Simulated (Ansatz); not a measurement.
Crystal: MgI2.

```
I Mg
1.0
     4.14000    0.00000    0.00000
    -2.07000    3.58535    0.00000
     0.00000    0.00000    6.88000
I Mg
2 1
Direct
  0.66667 0.33333 0.75000
  0.33333 0.66667 0.25000
  0.00000 0.00000 0.00000
```

Base run:

| Property | Result |
| --- | --- |
| Program | Ansatz 0.2.0 |
| Functional | PBE0 |
| Potentials or basis | Ansatz PAW |
| Cutoff | 420 eV |
| Density cutoff | 1680 eV |
| k mesh | 6 × 6 × 4 |
| Occupations | fixed |
| Spin | no spin polarisation |

Its results: band gap on the k mesh 5.14 eV, indirect (least direct gap 5.34 eV); largest force 0.363 eV/Å.

Task: The run is repeated on the same cell with these changes: functional from PBE0 to HSE06; level from pbe0 to hse06. What comes out?

Result: Band gap on the k mesh 4.44 eV, indirect (least direct gap 4.66 eV); largest force 0.371 eV/Å.

Caveats: the k mesh misses the band edges, so the gap on the mesh is wider than the one along the path; spin-orbit coupling is left out, which moves the levels of the heavy elements; the cell's inner coordinates are idealised or old, which leaves forces on the atoms; the PAW data sets come from PBE, with cores solved anew for the run's functional, which leaves a small shift of forces and pressure.

Not every run made on this cell is shown here.
